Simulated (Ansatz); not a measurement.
# Si2B: the cost of one run

Method: DFT PBE, scalar-relativistic, plane waves, PAW, in Ansatz 0.2.0.

## Step 1: Starting point

It takes space group P4/nmm (No. 129, tetragonal). The conventional cell has a = 3.245 Å, b = 3.245 Å, c = 6.810 Å, α = 90.00°, β = 90.00°, γ = 90.00°. Si (site symmetry -4m2) has 4 Si at 2.29 Å and 4 B at 2.50 Å as nearest neighbours. Si (site symmetry 4mm) has 5 B at 2.36 to 2.45 Å as nearest neighbours. B (site symmetry 4mm) has 9 Si at 2.36 to 2.50 Å as nearest neighbours.

Structure file:

```
Si B
1.0
     3.24476    0.00000    0.00000
     0.00000    3.24476    0.00000
     0.00000    0.00000    6.80956
Si B
4 2
Direct
  0.00000 0.00000 0.00000
  0.50000 0.50000 0.00000
  0.50000 0.00000 0.64000
  0.00000 0.50000 0.36000
  0.50000 0.00000 0.28000
  0.00000 0.50000 0.72000
```

This is candidate A: ThAs2 type (P4/nmm, No. 129).

(A quick probe on a coarse mesh, which set the mesh and smearing, is not shown.)

## Step 3: Coarse relaxation (candidate A)

input.yaml

```yaml
crystal:
  lattice:
    - [3.2447628946, 0.0, 0.0]
    - [0.0, 3.2447628946, 0.0]
    - [0.0, 0.0, 6.8095550223]
  atoms:
    - { symbol: Si, position: [0.0, 0.0, 0.0] }
    - { symbol: Si, position: [0.5, 0.5, 0.0] }
    - { symbol: Si, position: [0.5, 0.0, 0.64] }
    - { symbol: Si, position: [0.0, 0.5, 0.36] }
    - { symbol: B, position: [0.5, 0.0, 0.28] }
    - { symbol: B, position: [0.0, 0.5, 0.72] }
basis:
  ecutwfc: 420
kpoints:
  mp_grid: { grid: [6, 6, 4] }
hamiltonian:
  xc: pbe
scf:
  occupations: { method: gaussian, width: 0.1 }
  lower_state_search: "off"
output:
  forces: true
  stress: true
  eigenvalues: true
relax:
  adjacent_minimum: "off"
  f_tol: 0.04
  max_steps: 70
  cell: { stress_tol: 0.4 }
```

Command:

```sh
> ansatz run input.yaml --threads 1 --pin off --max-ram 2560MiB --backend cpu --events-out ev --progress --plain --runs-dir out
```

What time and memory should one allow on 1 thread of Arm Neoverse V1, shared host?

About 22 s, with a peak of 0.33 GiB.
